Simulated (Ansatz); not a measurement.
# CuSn4: the cost of one run

Method: DFT PBE, scalar-relativistic, plane waves, PAW, in Ansatz 0.2.0.

**1. The starting structure**

It takes space group Im-3m (No. 229, cubic). Conventional cell: a = 6.651 Å, b = 6.651 Å, c = 6.651 Å, α = 90.00°, β = 90.00°, γ = 90.00°. Cu (site symmetry m-3m) is surrounded by 8 Sn at 2.88 Å. Sn (site symmetry -3m) has 2 Cu at 2.88 Å in its first shell of neighbours.

Coordinates:

```
Cu Sn
1.0
    -3.32567    3.32567    3.32567
     3.32567   -3.32567    3.32567
     3.32567    3.32567   -3.32567
Cu Sn
1 4
Direct
  0.00000 0.00000 0.00000
  0.50000 0.50000 0.50000
  0.00000 0.00000 0.50000
  0.00000 0.50000 0.00000
  0.50000 0.00000 0.00000
```

A structure generator made this guess: random cell by space group and Wyckoff sites (Im-3m, No. 229). The dimensions are guesses.

**2. Probe: one point on a coarse mesh**

The input, input.yaml:

```yaml
crystal:
  lattice:
    - [-3.32566881, 3.32566881, 3.32566881]
    - [3.32566881, -3.32566881, 3.32566881]
    - [3.32566881, 3.32566881, -3.32566881]
  atoms:
    - { symbol: Cu, position: [0.0, 0.0, 0.0] }
    - { symbol: Sn, position: [0.5, 0.5, 0.5] }
    - { symbol: Sn, position: [0.0, 0.0, 0.5] }
    - { symbol: Sn, position: [0.0, 0.5, 0.0] }
    - { symbol: Sn, position: [0.5, 0.0, 0.0] }
basis:
  ecutwfc: 420
kpoints:
  mp_grid: { grid: [4, 4, 4] }
hamiltonian:
  xc: pbe
scf:
  occupations: { method: gaussian, width: 0.1 }
  lower_state_search: "off"
output:
  forces: true
  stress: true
  eigenvalues: true
```

Started as:

```bash
ansatz run input.yaml --threads 1 --pin off --max-ram 2560MiB --backend cpu --events-out ev --progress --plain --runs-dir out
```

What time and memory should one allow on 1 thread of Intel Xeon at 2.50GHz (Skylake/Cascade Lake), shared host?

About 6.1 s, with a peak of 0.43 GiB.
